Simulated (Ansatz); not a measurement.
# C2H7N3Si: a ladder of functionals and wavefunction methods

One table from this session's results is given with a row withheld; the runs are named, their logs left out.

Computed with Ansatz 0.2.0, Gaussian basis. Level: functionals in def2-TZVPP, the program's frozen cores in correlated methods.

Plan: PBE-D4, r2SCAN-D4, PBE0-D4, B3LYP-D4, ωB97X-V, ωB97M-V, B2PLYP; CCSD(T)/def2-TZVPP; MP2/def2-QZVPP; extrapolation to the limit.

### The geometry

An earlier PBE0-D4 in a triple-zeta def2 set relaxation fixed the geometry.

SMILES `NC1=NCN1[SiH3]`, 13 atoms, charge 0, spin multiplicity 1.

Atoms are counted from 1 here; the program's logs count them from 0.

Bond lengths: N1–C2 1.360 Å, N1–H7 1.008 Å, N1–H8 1.007 Å, C2–N3 1.293 Å, C2–N5 1.387 Å, N3–C4 1.470 Å, C4–N5 1.491 Å, C4–H9 1.093 Å, C4–H10 1.094 Å, N5–Si6 1.729 Å, Si6–H11 1.490 Å, Si6–H12 1.486 Å, Si6–H13 1.483 Å. Angles: C2–N1–H7 113.8°, C2–N1–H8 116.0°, H7–N1–H8 114.2°, N1–C2–N3 131.5°, N1–C2–N5 126.3°, N3–C2–N5 102.2°, C2–N3–C4 86.1°, N3–C4–N5 89.6°, N3–C4–H9 114.4°, N3–C4–H10 114.1°, N5–C4–H9 113.0°, N5–C4–H10 113.3°, H9–C4–H10 110.9°, C2–N5–C4 82.0°, C2–N5–Si6 133.4°, C4–N5–Si6 132.5°, N5–Si6–H11 114.0°, N5–Si6–H12 107.1° and more.

Geometry (Å):

```
atom     x (Å)     y (Å)     z (Å)
  N1  -0.50663  -1.20902  -1.61840
  C2   0.18749  -0.17905  -1.06461
  N3   1.22864   0.46997  -1.47351
  C4   1.17191   1.17251  -0.18392
  N5  -0.05592   0.40455   0.17005
 Si6  -0.66291  -0.20030   1.67146
  H7  -0.28321  -1.37609  -2.58682
  H8  -1.49184  -1.23915  -1.41114
  H9   0.99460   2.24774  -0.26349
 H10   2.01840   0.96359   0.47682
 H11   0.25626  -1.15006   2.35932
 H12  -1.93902  -0.90148   1.37603
 H13  -0.89728   0.96208   2.56292
```

Set-up of the first run:

Input file in.yaml:

```yaml
crystal:
  periodic: [false, false, false]
  atoms:
    - {symbol: N, position_ang: [-0.506628, -1.209024, -1.618395]}
    - {symbol: C, position_ang: [0.187490, -0.179047, -1.064608]}
    - {symbol: N, position_ang: [1.228641, 0.469975, -1.473511]}
    - {symbol: C, position_ang: [1.171909, 1.172515, -0.183920]}
    - {symbol: N, position_ang: [-0.055920, 0.404554, 0.170048]}
    - {symbol: Si, position_ang: [-0.662911, -0.200295, 1.671457]}
    - {symbol: H, position_ang: [-0.283212, -1.376091, -2.586822]}
    - {symbol: H, position_ang: [-1.491835, -1.239151, -1.411140]}
    - {symbol: H, position_ang: [0.994603, 2.247737, -0.263493]}
    - {symbol: H, position_ang: [2.018402, 0.963587, 0.476825]}
    - {symbol: H, position_ang: [0.256258, -1.150062, 2.359319]}
    - {symbol: H, position_ang: [-1.939016, -0.901482, 1.376026]}
    - {symbol: H, position_ang: [-0.897279, 0.962083, 2.562916]}
basis:
  gaussian: {orbitals: def2-TZVPP}
hamiltonian: {xc: pbe, dispersion: d4}
output: {forces: true, orbitals: {seedname: orbitals}}
```

Launch:

```bash
ansatz run in.yaml --threads 4 --pin off --events-out ev --progress --plain --max-ram 10444MiB
```

Among the steps run: PBE-D4 (GGA); r2SCAN-D4 (meta-GGA); PBE0-D4 (hybrid); B3LYP-D4 (hybrid); ωB97X-V (range-separated); ωB97M-V (range-separated); B2PLYP (double hybrid); CCSD(T) in def2-TZVPP; MP2 in def2-QZVPP.

One of the session's tables, all rows but one given; the rest of the session is left out.

| method | atomisation energy (eV) |
| --- | --- |
| PBE-D4 | 51.955 |
| r2SCAN-D4 | 50.133 |
| PBE0-D4 | 50.604 |
| B3LYP-D4 | 50.527 |
| ωB97X-V | 50.694 |
| ωB97M-V | ? |
| B2PLYP | 49.752 |
| HF/def2-TZVPP | 33.557 |
| MP2/def2-TZVPP | 49.399 |
| CCSD/def2-TZVPP | 47.476 |
| CCSD(T)/def2-TZVPP | 48.452 |
| MP2/CBS | 51.042 |
| CCSD(T)/CBS | 50.094 |

Q: Estimate the row for ωB97M-V from the others.

As computed: atomisation energy (eV): 50.555. In the column «atomisation energy (eV)» it lies between B3LYP-D4 (50.527) and PBE0-D4 (50.604).

Caveats from the session: Free atoms (3 N, 2 C, 1 Si, 7 H) were run apart at each level; the atomisation energy is their sum less the molecule, without zero-point or spin-orbit terms.
